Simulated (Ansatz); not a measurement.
# ZnCd2Se2S: the cost of one run

Method: DFT PBE, scalar-relativistic, plane waves, PAW, in Ansatz 0.2.0.

### Step 1. Starting point

It takes space group P4/mmm (No. 123, tetragonal). The conventional cell has a = 4.611 Å, b = 4.611 Å, c = 5.919 Å, α = 90.00°, β = 90.00°, γ = 90.00°. Around Zn (site symmetry 4/mmm) lie 2 S at 2.96 Å. Around Cd (site symmetry mmm) lie 2 S at 2.31 Å and 4 Se at 2.84 Å. Se (site symmetry 4mm) has 1 Se at 2.62 Å and 4 Cd at 2.84 Å as nearest neighbours. Around S (site symmetry 4/mmm) lie 4 Cd at 2.31 Å and 2 Zn at 2.96 Å.

Coordinates:

```
CELL_PARAMETERS angstrom
4.61107 0.00000 0.00000
0.00000 4.61107 0.00000
0.00000 0.00000 5.91914
ATOMIC_POSITIONS crystal
Zn 0.00000 0.00000 0.50000
Cd 0.00000 0.50000 0.00000
Cd 0.50000 0.00000 0.00000
Se 0.50000 0.50000 0.27880
Se 0.50000 0.50000 0.72120
S 0.00000 0.00000 0.00000
```

The cell is invented: species swapped into a database cell of PrSi2Mo2C (P4/mmm, No. 123), with Zn on the Pr sites, Se on the Si sites, Cd on the Mo sites and S on the C sites. The dimensions are guesses.

### Step 2. A first look at the guess

input.yaml reads:

```yaml
crystal:
  lattice:
    - [4.61107161, 0.0, 0.0]
    - [0.0, 4.61107161, 0.0]
    - [0.0, 0.0, 5.91914105]
  atoms:
    - { symbol: Zn, position: [0.0, 0.0, 0.5] }
    - { symbol: Cd, position: [0.0, 0.5, 0.0] }
    - { symbol: Cd, position: [0.5, 0.0, 0.0] }
    - { symbol: Se, position: [0.5, 0.5, 0.27880001] }
    - { symbol: Se, position: [0.5, 0.5, 0.72119999] }
    - { symbol: S, position: [0.0, 0.0, 0.0] }
basis:
  ecutwfc: 420
kpoints:
  mp_grid: { grid: [4, 4, 4] }
hamiltonian:
  xc: pbe
scf:
  occupations: { method: gaussian, width: 0.1 }
  lower_state_search: "off"
output:
  forces: true
  stress: true
  eigenvalues: true
```

On the command line:

```sh
ansatz run input.yaml --threads 1 --pin off --max-ram 2560MiB --backend cpu --events-out ev --progress --plain --runs-dir out
```

What time and memory should one allow on 1 thread of AMD EPYC, shared host?

About 17 s, with a peak of 0.51 GiB.
